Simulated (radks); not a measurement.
# Dipole-allowed lines with 28 electrons: Cu⁺, Zn²⁺, Ga³⁺, Ge⁴⁺, As⁵⁺, Se⁶⁺

The task here is to estimate one member of a computed series from the others.

Method: scalar-relativistic Kohn-Sham, PBE, spin-unpolarised, spherical densities, finite nucleus. Code: radks (a radial shooting solver on a logarithmic mesh, Libxc functionals) version 1.

## The system

- species: Cu⁺ ([Ar] 3d10), Zn²⁺ ([Ar] 3d10), Ga³⁺ ([Ar] 3d10), Ge⁴⁺ ([Ar] 3d10), As⁵⁺ ([Ar] 3d10), Se⁶⁺ ([Ar] 3d10)

Set-up of the first run:

The run's settings:

```text
Z 29
configuration [Ar] 3d10 4s0 4p0 4d0 4f0
relativity scalar-relativistic
functional pbe,pbe
spin unpolarised
nucleus finite rms 3.8823 fm
c 137.035999084
response adiabatic LDA kernel, real frequencies
```

On the command line:

```
> python run_ks.py task.json out
```

All runs below come from this command, one after another.

Steps of the session up to this table: Cu⁺, [Ar] 3d10; Zn²⁺, [Ar] 3d10; Ga³⁺, [Ar] 3d10; Ge⁴⁺, [Ar] 3d10; As⁵⁺, [Ar] 3d10; Se⁶⁺, [Ar] 3d10.

One of the session's tables, all rows but one given; the rest of the session is left out.

| species | −ε(HOMO) (eV) | first line (eV) | strongest line (eV) | static α (bohr³) |
| --- | --- | --- | --- | --- |
| Cu⁺ | ? | ? | ? | ? |
| Zn²⁺ | 30.856 | 15.782 | 15.782 | 3.052 |
| Ga³⁺ | 52.485 | 25.987 | 25.987 | 1.507 |
| Ge⁴⁺ | 78.036 | 37.924 | 37.924 | 0.8781 |
| As⁵⁺ | 107.23 | 51.453 | 84.017 | 0.5668 |
| Se⁶⁺ | 139.89 | 66.488 | 106.55 | 0.3916 |

Q: Estimate the row for Cu⁺ from the others.

The run gave: −ε(HOMO) (eV): 13.659; first line (eV): 7.544; strongest line (eV): 7.544; static α (bohr³): 8.481. In the column «−ε(HOMO) (eV)» it is the lowest.

In words: In Cu⁺ the response moves the first line 0.435 eV above the bare orbital gap, and the lines found carry 56 % of the static polarisability. Very weak lines can be missed, and lines above minus the highest eigenvalue dissolve into this model's continuum.
